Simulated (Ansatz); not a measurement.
Crystal: CsLiCr2Te2S3.

```
Cs Li Cr Te S
1.0
     3.60358    0.00000    0.00000
    -1.80179    3.12079    0.00000
     0.00000    0.00000   19.06651
Cs Li Cr Te S
1 1 2 2 3
Direct
  0.00000 0.00000 0.37399
  0.66667 0.33333 0.01607
  0.00000 0.00000 0.86637
  0.33333 0.66667 0.16833
  0.33333 0.66667 0.53891
  0.66667 0.33333 0.77276
  0.00000 0.00000 0.10030
  0.33333 0.66667 0.92920
  0.66667 0.33333 0.23408
```

The cell was built by a generator and needn't be a form met in nature.

Program: Ansatz 0.2.0. Alike in all runs: task band structure; potentials or basis Ansatz PAW; spin collinear, ferromagnetic start; cell as given; k mesh 9 × 9 × 2; smearing fermi-dirac 0.05 eV.

**Question.** Order these runs on this cell by their pressure, lowest first.
A. level PBEsol; cutoff (eV) 420
B. level LDA; cutoff (eV) 420
C. level r2SCAN; cutoff (eV) 500

**Answer.** B (-4.9 GPa), A (-2.9 GPa), C (0.2 GPa).

Caveats: only a ferromagnetic start was run, and an antiferromagnetic order may lie lower in energy; the PAW data sets come from PBE, with cores solved anew for the run's functional, which leaves a small shift of forces and pressure; the magnetic or orbital state may not be the lowest (some runs).

Runs at the PBE level aren't shown here.
